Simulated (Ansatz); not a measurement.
# Hf: relaxation and properties

Aim: for Hf, relax cell and atoms, compute bands, density of states and charges, compare with the cell as listed and measure the bulk modulus from energies at several volumes.

This is Hf in the bcc structure; at room conditions it is hcp.

Method: DFT r2SCAN, scalar-relativistic, plane waves, PAW, in Ansatz 0.2.0.

## (1) The system as given

It takes space group Im-3m (No. 229, cubic). Conventional cell: a = 3.610 Å, b = 3.610 Å, c = 3.610 Å, α = 90.00°, β = 90.00°, γ = 90.00°. Hf (site symmetry m-3m) is surrounded by 8 Hf at 3.13 Å.

Coordinates:

```
Hf
1.0
    -1.80500    1.80500    1.80500
     1.80500   -1.80500    1.80500
     1.80500    1.80500   -1.80500
Hf
1
Direct
  0.00000 0.00000 0.00000
```

Source of the structure: the Crystallography Open Database.

(A quick probe on a coarse mesh, which set the mesh and smearing, is not shown.)

## (3) The relaxation

Contents of input.yaml:

```yaml
crystal:
  lattice:
    - [-1.805, 1.805, 1.805]
    - [1.805, -1.805, 1.805]
    - [1.805, 1.805, -1.805]
  atoms:
    - { symbol: Hf, position: [0.0, 0.0, 0.0] }
basis:
  ecutwfc: 500
kpoints:
  mp_grid: { grid: [16, 16, 16] }
hamiltonian:
  xc: r2scan
scf:
  occupations: { method: gaussian, width: 0.1 }
output:
  forces: true
  stress: true
  eigenvalues: true
  write_density: true
  write_potential: true
  elf: true
  volumetric_format: npy
relax:
  adjacent_minimum: "off"
  f_tol: 0.005
  max_steps: 80
  cell: { stress_tol: 0.05 }
```

Command:

```
> ansatz run input.yaml --threads 1 --pin off --max-ram 2560MiB --backend cpu --events-out ev --progress --plain --runs-dir out
```

The session goes on with these runs: static run: bands, density of states and charges; back to the database's cell; point at V/V0 = 0.97; volume × 1.03; the cell scaled to 0.94 of its volume; volume × 1.06; the cell scaled to 0.91 of its volume; point at V/V0 = 1.10; the cell scaled to 0.88 of its volume.

What does the calculation give? Wanted: relaxed cell; volume; gap; states at the Fermi level; Bader charges; listed cell; equilibrium volume of the fit; bulk modulus.

As calculated:

| quantity | value |
| --- | --- |
| relaxed cell (conventional) | a = 3.538 Å, b = 3.538 Å, c = 3.538 Å, α = 90.00°, β = 90.00°, γ = 90.00° |
| space group (0.01 Å) | Im-3m (No. 229) |
| volume | 22.14 Å³/atom |
| gap | none (metal) |
| states at the Fermi level | 1.69 per eV per cell |
| Bader charges | Hf +0.00 e |
| listed cell | 25.3 meV/atom above the relaxed cell, -5.5 GPa, gap none (metal) |
| equilibrium volume of the fit | 22.11 Å³/atom |
| bulk modulus | 100 GPa |
| its pressure derivative | 3.6 |

In words: The relaxed volume is 5.9 % smaller than at the start. That is more than thermal expansion of the reported cell explains. Bands cross the Fermi level: a metal at this level of theory. Of the projected weight within 0.25 eV of the Fermi level, the largest part is Hf 5d (92 %). The listed cell costs 25.3 meV/atom and carries a pressure of -5.5 GPa at this level. The fit puts the minimum at 22.11 Å³/atom with B = 100 GPa and B' = 3.6. These runs have no spin-orbit coupling; with Hf it would split and shift bands.
